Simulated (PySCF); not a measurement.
# F4H4O2Zr (trans-Zr(H2O)2F4): the cost of one run

Programs: PySCF 2.14.0, with routines of our own; each step states its level. All values are computed. Atoms count from 0.

## Step 1: The system as given

11 atoms, charge 0, multiplicity 1; geometry from: GFN1-xTB.

## Step 2: NMR shieldings: PBE/pcSseg-1 Zr:us-x2c-TZVPall-2c, spin–orbit

The job: settings as JSON, then the geometry in Å.

```
{"job": {"kind": "hnmr", "xc": "PBE", "basis": {"default": "pcSseg-1", "Zr": "us-x2c-TZVPall-2c"}, "rel": "so"}, "charge": 0, "multiplicity": 1}
Zr    -0.189240    -0.154890     0.005400
O      0.156660     0.015130     2.122700
H     -0.758550     0.255850     2.338760
H      0.638200     0.850390     2.022930
O     -0.031760     0.088720    -2.126800
H      0.013780    -0.862360    -2.316880
H      0.886940     0.394270    -2.067140
F      1.672250    -0.325840    -0.103000
F     -1.942510    -0.054210     0.639960
F     -0.013620     1.708110     0.054320
F     -0.432160    -1.915170    -0.570240
```

Level: PBE/pcSseg-1 Zr:us-x2c-TZVPall-2c GIAO NMR shielding, X2C with spin-orbit coupling, screened-nuclear two-electron part, Gaussian nuclei, gas phase.

Command:

```
$ OMP_NUM_THREADS=1 python heavy_run.py task.json out
```

This one command runs all jobs of the session in turn.

**Question.** How long does this first job take on 1 thread of Arm Neoverse N1, shared host, and how much memory does it need?

About 2.9 min, with a peak of 0.94 GiB.
